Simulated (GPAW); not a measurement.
# Cd2S (P3m1) in GPAW: equation of state

Aim: energy against volume of Cd2S in PBEsol, for its equilibrium volume and stiffness.

All numbers are computed with GPAW 26.7.0; they aren't measurements. Logs are shortened: lines on timing, memory, paths and dates and some standing lists are left out, and cuts for length are marked. The log counts tension as positive stress, the text compression.

### 1 Starting point

The structure is trigonal, space group P3m1 (No. 156). The conventional cell has a = 3.963 Å, b = 3.963 Å, c = 5.809 Å, α = 90.00°, β = 90.00°, γ = 120.00°. Around Cd (site symmetry 3m) lie 1 S at 2.52 Å. Around Cd (site symmetry 3m) lie 3 S at 2.60 Å. S (site symmetry 3m) has 4 Cd at 2.52 to 2.60 Å as nearest neighbours.

The cell comes from a database or a generator and needn't be the stable form of this composition.

### 2 Equation of state, PBEsol

run.py

```python
from ase import Atoms
from ase.eos import EquationOfState
from ase.io import Trajectory
from ase.units import GPa
from gpaw import GPAW, PW, setup_paths

setup_paths.insert(0, '.')

atoms = Atoms(['Cd', 'Cd', 'S'],
              cell=[[3.962670049, 0.0, 0.0],
                    [-1.9813350245, 3.4317729293, 0.0],
                    [0.0, 0.0, 5.809192]],
              scaled_positions=[[0.3333333333, 0.6666666667, 0.932717],
                                [0.6666666667, 0.3333333333, 0.578735],
                                [0.3333333333, 0.6666666667, 0.365705]],
              pbc=True)

traj = Trajectory('eos.traj', 'w')
volumes, energies = [], []
for x in [0.94, 0.96, 0.98, 1.0, 1.02, 1.04, 1.06]:
    a = atoms.copy()
    a.set_cell(atoms.cell * x**(1 / 3), scale_atoms=True)
    calc = GPAW(mode=PW(600),
                xc='PBEsol',
                kpts={'size': (8, 8, 5), 'gamma': True},
                occupations={'name': 'fermi-dirac', 'width': 0.05},
                nbands=26,
                convergence={'density': 1e-05, 'energy': 1e-05},
                maxiter=150,
                txt=f'eos-{x:.2f}.txt')
    a.calc = calc
    energies.append(a.get_potential_energy(force_consistent=True))
    volumes.append(a.get_volume())
    p = -a.get_stress()[:3].mean() / GPa
    calc.write(f'eos-{x:.2f}.gpw')
    traj.write(a)
    print(f'{x:.2f} {volumes[-1]:10.4f} A^3 {energies[-1]:14.6f} eV {p:9.3f} GPa', flush=True)

v0, e0, B = EquationOfState(volumes, energies, eos='birchmurnaghan').fit()
print(f'V0 = {v0:.4f} A^3, E0 = {e0:.6f} eV, B0 = {B / GPa:.2f} GPa')
```

Potentials or basis: PAW data sets generated in the run's folder for this functional, pw.

The run is started by

```console
$ gpaw-setup -f PBEsol Cd S
$ OMP_NUM_THREADS=1 python run.py
```

Log:

```text
__  _  _
 | _ |_)|_||  |
 |__||  | ||/\| - 26.7.0

Input parameters:
  mode=PW(ecut=600.0),
  convergence={'density': 1e-05, 'energy': 1e-05},
  kpts=MonkhorstPack(size=(8, 8, 5), gamma=True),
  maxiter=150,
  nbands=26,
  occupations=Occupations(name='fermi-dirac', width=0.05),
  xc=XC(name='PBEsol')

Diagonalizing LCAO Hamiltonian
Converting LCAO to pw mode

        Cd

            Cd
        S

Atoms  # Å, Bohr magnetons
|   | symbol |         x |        y |        z |    initial magnetic moments |
|---|--------|-----------|----------|----------|-----------------------------|
| 0 |     Cd | -0.000000 | 2.241145 | 5.307723 | ( 0.0000,  0.0000,  0.0000) |
| 1 |     Cd |  1.940888 | 1.120572 | 3.293352 | ( 0.0000,  0.0000,  0.0000) |
| 2 |      S | -0.000000 | 2.241145 | 2.081082 | ( 0.0000,  0.0000,  0.0000) |

Unit cell  # Å
| periodic |         x |        y |        z |  lengths |     angles |
|----------|-----------|----------|----------|----------|------------|
|      yes |  3.881777 | 0.000000 | 0.000000 | 3.881777 |  90.000000 |
|      yes | -1.940888 | 3.361717 | 0.000000 | 3.881777 |  90.000000 |
|      yes |  0.000000 | 0.000000 | 5.690604 | 5.690604 | 120.000000 |

Number of symmetries: 6
Symmetry operations  # r_c * U_cc + t_c -> r_c
|   | kind |            matrix            |
|---|------|------------------------------|
| 0 |  σ   |  1, 1, 0,  0,-1, 0,  0, 0, 1 |
| 1 |  E   |  1, 0, 0,  0, 1, 0,  0, 0, 1 |
| 2 |  C3  |  0, 1, 0, -1,-1, 0,  0, 0, 1 |
| 3 |  σ   |  0,-1, 0, -1, 0, 0,  0, 0, 1 |
| 4 |  σ   | -1, 0, 0,  1, 1, 0,  0, 0, 1 |
| 5 |  C3  | -1,-1, 0,  1, 0, 0,  0, 0, 1 |

BZ-sampling:
  Number of BZ points: 320
  Number of IBZ points: 40

  Monkhorst-Pack size: [8, 8, 5]
  Monkhorst-Pack shift: [0.0625, 0.0625, 0.0]

K-points  # in reciprocal-cell coordinates
|     |                                coordinates |     weight |
|-----|--------------------------------------------|------------|
|   0 | (  0.00000000,   0.00000000,   0.00000000) | 0.00312500 |
|   1 | (  0.00000000,   0.00000000,   0.20000000) | 0.00625000 |
|   2 | (  0.00000000,   0.00000000,   0.40000000) | 0.00625000 |
|   3 | (  0.12500000,   0.00000000,  -0.40000000) | 0.01875000 |
|   4 | (  0.12500000,   0.00000000,  -0.20000000) | 0.01875000 |
|   5 | (  0.12500000,   0.00000000,   0.00000000) | 0.01875000 |
|   6 | (  0.12500000,   0.00000000,   0.20000000) | 0.01875000 |
|   7 | (  0.12500000,   0.00000000,   0.40000000) | 0.01875000 |
|   8 | (  0.25000000,  -0.12500000,   0.00000000) | 0.01875000 |
|   9 | (  0.25000000,  -0.12500000,   0.20000000) | 0.03750000 |
| ... |                                            |            |
|  39 | (  0.50000000,   0.50000000,   0.40000000) | 0.01875000 |

Plane wave coefficients: 2489
Cutoff: 600.0 eV

Spin-components: 1 (collinear spins)
Bands:           26
Projectors:      17
Spin-degeneracy: 2
Datatype:        complex128

Parallelization:
  kpt:    1
  domain: 1
  band:   1

Density:
  Valence electrons: 30.0
  Components: 1
  Grid points: [24 24 35]
  Charge: 0.0  # |e|

Potential:
  Grid points: [24 24 35]

species:
  Cd:
    name:    Cadmium
    Z:       48.0
    valence: 12
    core:    36
    charge:  0.0  # [|e|]
    compensation charges:
      type: gauss
      rc: 0.38  # [Å]
      lmax: 2
    cutoffs:
      filter: 2.12  # [Å]
      core: 2.62  # [Å]
    projectors
    | kind |    occ | energy [eV] | rcut [Å] |
    |------|--------|-------------|----------|
    |   5s |  2.000 |      -5.696 |    1.191 |
    |   5p |  0.000 |      -1.145 |    1.228 |
    |   4d | 10.000 |     -11.735 |    1.164 |
    |    s |        |      21.516 |    1.191 |
    |    p |        |      26.066 |    1.228 |
    |    d |        |      15.476 |    1.164 |

    Using partial waves for Cd as LCAO basis

  S:
    name:    Sulfur
    Z:       16.0
    valence: 6
    core:    10
    charge:  0.0  # [|e|]
    compensation charges:
      type: gauss
      rc: 0.24  # [Å]
      lmax: 2
    cutoffs:
      filter: 1.77  # [Å]
      core: 1.66  # [Å]
    projectors
    | kind |    occ | energy [eV] | rcut [Å] |
    |------|--------|-------------|----------|
    |   3s |  2.000 |     -17.192 |    0.974 |
    |   3p |  4.000 |      -6.978 |    0.979 |
    |    s |        |      10.020 |    0.974 |
    |    p |        |      20.234 |    0.979 |
    |    d |        |       0.000 |    0.900 |

    Using partial waves for S as LCAO basis

Reference energy: -315044.820029  # eV

eigensolver:
  PPCG
  Converge bands: occupied
  niter=2

density mixing:
  MSR1-Mixer
  Pratt-step length: 0.05
  Maximum mixing coefficient: 0.75
  Old densities: 10
  SVD Regularization: 0.005
  Good broyden scale: 1.0
  Trust region scale: 1.0
  Backstep threshold: 4.0
  History deletion threshold: 6.0
  Fourier metric: weight=20.0, sigma=0.015

occupation numbers:
  Fermi-Dirac:
    width: 0.0500  # eV

poisson solver:
  ecut: 4800.0  # eV

xc functional:
  name: PBEsol with 2 nearest neighbor stencil

convergence criteria:
- Maximum integral of absolute [dens]ity change: 1e-05 electrons / valence electron
- Maximum [total energy] change in last 3 cyles: 1e-05 eV / valence electron
- Maximum integral of absolute [eigenst]ate change: 4e-08 eV^2 / valence electron
maximum number of iterations: 150

SCF iterations
|iter     | |      energy | eigst |  dens |
|---------|-|-------------|-------|-------|
|iter:   1| |   -8.401996 | -0.38 |       |
|iter:   2| |   -8.226685 | -2.18 | -1.26 |
|iter:   3| |   -7.713686 | -1.68 | -1.30 |
|iter:   4| |   -7.706808 | -3.42 | -1.77 |
|iter:   5| |   -7.704931 | -3.81 | -2.12 |
|iter:   6| |   -7.704683 | -4.74 | -2.94 |
|iter:   7| |   -7.704685c| -5.97 | -3.42 |
|iter:   8| |   -7.704686c| -6.96 | -3.91 |
|iter:   9| |   -7.704686c| -7.46c| -4.47 |
|iter:  10| |   -7.704686c| -8.05c| -5.03c|

Converged in 10 steps
Energy contributions relative to reference atoms: (reference = -315044.820029)

Energy contributions:
  Kinetic:          19.319844
  Coulomb:         -16.610059
  Zero:              0.257080
  External:          0.000000
  Xc:              -10.670603
  Entropy:          -0.001896
  Spinorbit:         0.000000
  ----------------------------
  Free energy:      -7.705634
  Extrapolated:     -7.704686

dipole moment: (-1.100043, 0.635089, 11.049134)  # |e|*Ang

Fermi level: 4.648
Eigenvalues  # (at kpt = [0.000, 0.000, 0.000])
| band index |      eig [eV] | occ [0-2] |
|------------|---------------|-----------|
|          0 |        -8.424 |     2.000 |
|        ... |               |           |
|          7 |        -3.431 |     2.000 |
|          8 |        -3.431 |     2.000 |
|          9 |        -3.039 |     2.000 |
|         10 |        -3.039 |     2.000 |
|         11 |        -0.113 |     2.000 |
|         12 |         0.668 |     2.000 |
[... 8 lines left out ...]
|         21 |        14.595 |     0.000 |
|         22 |        15.244 |     0.000 |
|        ... |               |           |
|         25 |        16.382 |     0.000 |

Gap: 0.206 eV
Transition (v -> c):
  (s=0, k=27, n=14, [0.38, 0.38, 0.20]) -> (s=0, k=38, n=15, [0.50, 0.50, 0.20])
Direct/indirect transitions are different
Direct gap: 0.594 eV
Transition at: (s=0, k=27, n=14, [0.38, 0.38, 0.20])

Stress tensor  # eV/Ang^3
|         x |         y |        z |
|-----------|-----------|----------|
|  0.004789 | -0.000000 | 0.000000 |
| -0.000000 |  0.004789 | 0.000000 |
|  0.000000 |  0.000000 | 0.001842 |

# Writing to eos-0.94.gpw (mode='')
```

Wall time 7 min (1 thread of Arm Neoverse V1, shared host); peak memory 0.44 GiB.

What came out:

* Equilibrium volume: 24.48 Å³/atom (rough: see the caveat)
* Bulk modulus at fixed shape and positions: 53 GPa (rough)

Energy against volume, from the lowest point:
| volume (Å³/atom) | energy (meV/atom) |
| --- | --- |
| 24.753 | 0.00 |
| 25.280 | 3.55 |
| 25.806 | 10.17 |
| 26.333 | 19.50 |
| 26.860 | 31.22 |
| 27.386 | 45.03 |
| 27.913 | 60.68 |

Caveat: the minimum lies outside the volumes run; the cell was scaled at fixed shape and fractional positions, which overstates the stiffness of a crystal with free parameters, most of all of layers and chains.
